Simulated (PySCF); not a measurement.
# Solver options tried on NaCa

The same problem is solved with other solver options, one edit a run.

Computed with PySCF 2.14.0. Level: each script names its method and basis.

1 further run of the same task is left out (it didn't finish).

**1. Starting geometry**

NaCa: 2 atoms, charge 0, spin multiplicity 2.

Bond lengths: Na1–Ca2 3.165 Å.

**2. The run that the others are compared with**

input.py reads:

```python
from pyscf import gto, scf

mol = gto.M(
    atom='Na 0 0 0; Ca 0 0 3.165',
    basis='cc-pvdz',
    charge=0,
    spin=1,
    verbose=4,
)
mf = scf.UHF(mol)
mf = mf.density_fit(auxbasis='def2-universal-jkfit')
mf.kernel()
mf.analyze()
print('orbital energies (hartree):', [e[max(0, n-3):n+3].round(4) for e, n in zip(mf.mo_energy, mol.nelec)])
```

Run with:

```bash
> OMP_NUM_THREADS=1 python input.py
```

Its log is not repeated here.

Base result: E(SCF) = -838.595206 Eh, 14 cycles, ⟨S²⟩ = 0.865, μ = 0.92 D.

The bond length is a typed value, not an optimised one.

**3. DIIS space 12**

Edit 1 changes DIIS space: default → 12.

input.py reads:

```python
from pyscf import gto, scf

mol = gto.M(
    atom='Na 0 0 0; Ca 0 0 3.165',
    basis='cc-pvdz',
    charge=0,
    spin=1,
    verbose=4,
)
mf = scf.UHF(mol)
mf = mf.density_fit(auxbasis='def2-universal-jkfit')
mf.diis_space = 12
mf.kernel()
mf.analyze()
print('orbital energies (hartree):', [e[max(0, n-3):n+3].round(4) for e, n in zip(mf.mo_energy, mol.nelec)])
```

Run with:

```bash
> OMP_NUM_THREADS=1 python input.py
```

**4. Initial guess chk**

Edit 2 changes initial guess: minao → chk.

input.py: that of step 2 with these lines changed.

```diff
@@ -11,2 +11,3 @@
 mf = mf.density_fit(auxbasis='def2-universal-jkfit')
+mf.init_guess = 'chk'
 mf.kernel()
```

**5. Convergence threshold 0.001 hartree**

Edit 3 changes convergence threshold: default → 0.001 hartree.

input.py: that of step 2 with these lines changed.

```diff
@@ -11,2 +11,3 @@
 mf = mf.density_fit(auxbasis='def2-universal-jkfit')
+mf.conv_tol = 0.001
 mf.kernel()
```

**Question.** What will these runs give? Wanted: for each run, E(SCF); from base; gap, α spin; SCF dipole.

**Answer**, as computed:

```tsv
run	E(SCF) (hartree)	from base (eV)	cycles	gap, α spin (eV)	SCF dipole (D)
base	-838.595206	0	14	4.67	0.92
DIIS space 12	-838.595206	0.0000	14	4.67	0.92
initial guess chk	-838.595206	0.0000	14	4.67	0.92
convergence threshold 0.001 hartree	-838.594999	not comparable	5	4.67	0.84
```

Distance from each run's final energy (log10 hartree) by cycle:

```tsv
run	cycle 1	cycle 2	cycle 3	cycle 5	cycle 8	cycle 12
base	-2.0	-2.3	-2.7	-3.5	-6.4	-8.6
DIIS space 12	-2.0	-2.3	-2.7	-3.5	-6.4	-8.8
initial guess chk	-2.0	-2.3	-2.7	-3.5	-6.4	-8.6
convergence threshold 0.001 hartree	-2.0	-2.4	-2.7	-3.9	done	done
```

What this shows: The SCF energy stays the same, to the digits that matter, with DIIS space 12 or initial guess chk. PySCF falls back to minao for a guess that it doesn't know or can't read, so that run repeats the base. With DIIS space 12, initial guess chk the path hardly changes: 14 cycles against 14. Rows marked «poor choice» come from settings spoiled on purpose.
